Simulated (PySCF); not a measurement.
# BrTl (Tl(Br)): the cost of one run

Method: several levels, as the steps say, no spin–orbit coupling; program: PySCF 2.14.0.

## 1. Where the work starts

2 atoms, charge 0, spin multiplicity 1.

Bond lengths: Tl1–Br2 2.694 Å.

Coordinates:

```csv
atom,x (Å),y (Å),z (Å)
Tl1,0.0000,0.0000,-0.7067
Br2,0.0000,0.0000,1.9868
```

Formal oxidation states: Tl +1. An earlier session relaxed this geometry at B3LYP, Tl def2-SVP with ECP60, Br def2-SVP (singlet, point group C∞v).

At B3LYP on the finer grid: E = -2746.533560 Eh, HOMO -6.91 eV, LUMO -2.06 eV, Mulliken charge on Tl1 +0.40 e, largest force component 0.011 eV/Å. 

Levels to run: TPSSh; BP86; BLYP; PBE; B3LYP, TZVP; B3LYP, x2c-SVP. Hardware: 2 threads of Arm Neoverse V1, shared host.

## 2. TPSSh

Contents of run.py (the lines that set the calculation):

```python
mol = gto.M(atom='''
Tl     0.00000     0.00000    -0.70669
Br     0.00000     0.00000     1.98682''',
    basis={'Tl': 'def2-SVP', 'Br': 'def2-SVP'},
    ecp={'Tl': 'def2-SVP'},
    charge=0, spin=0)
mf = dft.RKS(mol, xc='TPSSH')
mf.grids.atom_grid = (75, 302)
mf = mf.density_fit()  # fitting sets: Tl def2-universal-JKFIT, Br def2-universal-JKFIT
mf.conv_tol = 1e-08; mf.max_cycle = 55
mf.kernel(dm0)  # dm0: the density of the relaxed state
```

Started as:

```
$ OMP_NUM_THREADS=2 python run.py
```

**Question.** How long does this run take on 2 threads of Arm Neoverse V1, shared host?

About 1.2 s.
